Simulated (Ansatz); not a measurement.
# GaH2Cl (built from SMILES [Cl][GaH2]): single points off equilibrium

The task here is to estimate one member of a computed series from the others.

Program: Ansatz 0.2.0, Gaussian basis. Level of theory: single points in def2-TZVPP. These are calculated values, not measurements.

Cores are frozen in the correlated methods. Filled d shells of the heavier atoms are correlated.

### Where the work starts

4 atoms, charge 0, spin multiplicity 1.

Atoms are counted from 1 here; the program's logs count them from 0.

Bond lengths: Ga1–Cl4 2.298 Å.

As a file:

```xyz
4
charge 0, multiplicity 1
Ga   -1.2221   -0.0509    0.3097
H     0.0426   -0.2626   -1.4797
H     0.7556    0.1947   -0.6545
Cl    0.6682    0.3318    1.5598
```

The first run:

run/in.yaml reads:

```yaml
crystal:
  periodic: [false, false, false]
  atoms:
    - {symbol: Ga, position_ang: [-1.222100, -0.050900, 0.309700]}
    - {symbol: H, position_ang: [0.042600, -0.262600, -1.479700]}
    - {symbol: H, position_ang: [0.755600, 0.194700, -0.654500]}
    - {symbol: Cl, position_ang: [0.668200, 0.331800, 1.559800]}
basis:
  gaussian: {orbitals: def2-TZVPP}
correlation: {method: ccsd_t}
output: {forces: true}
```

No record of the launch command was kept for these runs.

Among the steps run: CCSD(T)/def2-TZVPP; PBE0-D4/def2-TZVPP; wB97M-V/def2-TZVPP; r2SCAN-D4/def2-TZVPP; PBE-D4/def2-TZVPP; HSE06-D4/def2-TZVPP; r2SCAN0-D4/def2-TZVPP.

One table of the session follows, with a row left open; its other results are not shown here.

| method | RMS force component (eV/Å) | angle to CCSD(T) forces (°) | dipole (D) |
| --- | --- | --- | --- |
| CCSD(T) | 1.658 | reference | 2.32 |
| PBE0-D4 | 1.634 | 2.8 | 2.28 |
| wB97M-V | ? | ? | ? |
| r2SCAN-D4 | 1.586 | 3.4 | 2.13 |
| PBE-D4 | 1.492 | 5.3 | 2.11 |
| HSE06-D4 | 1.629 | 2.9 | 2.27 |
| r2SCAN0-D4 | 1.691 | 2.8 | 2.29 |

**Question.** Estimate the row for wB97M-V.

**Answer.** RMS force component (eV/Å): 1.710; angle to CCSD(T) forces (°): 1.9; dipole (D): 2.37. In the column «RMS force component (eV/Å)» it is the highest.
